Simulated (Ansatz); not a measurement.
Working through the interaction energy of a dimer with the counterpoise correction of BBrH2S, SMILES SBBr

Computed with the Python package of Ansatz (0.2.0).

At the Python prompt:
```pycon
>>> import ansatz as az
>>> BASIS = "def2-SVP"
>>> XC = "hf"
>>> FIRST = [
...     ("S", (-1.3377, 0.4863, 0.154)),
...     ("B", (0.4205, 0.0496, 0.3219)),
...     ("Br", (0.9037, -1.8711, 0.4787)),
...     ("H", (-1.247, 0.4538, -1.2644)),
...     ("H", (1.2605, 0.8813, 0.3099)),
... ]
>>> SECOND = [
...     ("S", (6.7299, -0.5263, -2.5817)),
...     ("B", (5.123, -1.1437, -1.9928)),
...     ("Br", (3.8531, 0.1539, -1.1862)),
...     ("H", (6.2097, -0.3134, -3.8875)),
...     ("H", (4.8253, -2.2816, -2.1104)),
... ]
>>> def energy(atoms, ghosts=()):
...     molecule = az.Crystal.molecule()
...     for symbol, xyz in atoms:
...         molecule = molecule.atom(symbol, xyz)
...     calc = molecule.calculation().basis(gaussian=BASIS).functional(XC)
...     deck = calc.input()
...     if ghosts:
...         deck = deck.set(az.key.basis.gaussian.ghost_atoms, [{"symbol": s, "position_ang": list(xyz)} for s, xyz in ghosts])
...     return az.Session.from_dict(deck).plan().execute().report["free_energy_ev"]
...
>>> # ghost atoms carry the functions of the partner
>>> both = energy(FIRST + SECOND)
>>> alone = energy(FIRST) + energy(SECOND)
>>> ghosted = energy(FIRST, SECOND) + energy(SECOND, FIRST)
>>> print(f"dimer {both:.6f} eV")
dimer -163016.179971 eV
>>> print(f"interaction, uncorrected   {(both - alone):8.3f} eV")
interaction, uncorrected      0.060 eV
>>> print(f"interaction, counterpoise  {(both - ghosted):8.3f} eV")
interaction, counterpoise     0.084 eV
>>> print(f"basis-set superposition    {(alone - ghosted):8.3f} eV")
basis-set superposition       0.024 eV
```

Uncorrected it is 0.060 eV, with the counterpoise correction 0.084 eV; the difference, 0.024 eV, is the superposition error. In this basis both values are repulsive.

Total energies depend on the basis set; only differences at equal settings carry meaning. The dimer is a generated trial pose of unrelaxed monomers, not a minimum, so the figure is no binding energy, and the basis set is small. Hartree-Fock leaves correlation out, so bond, atomisation and ionisation energies come out well too low. This level lacks the dispersion part of the attraction (electrostatics and induction are there), which can decide the sign where the interaction is weak. Wall time of the script: 11 s on 1 thread of Arm Neoverse V1, with other jobs on the host, peak memory 0.44 GiB.
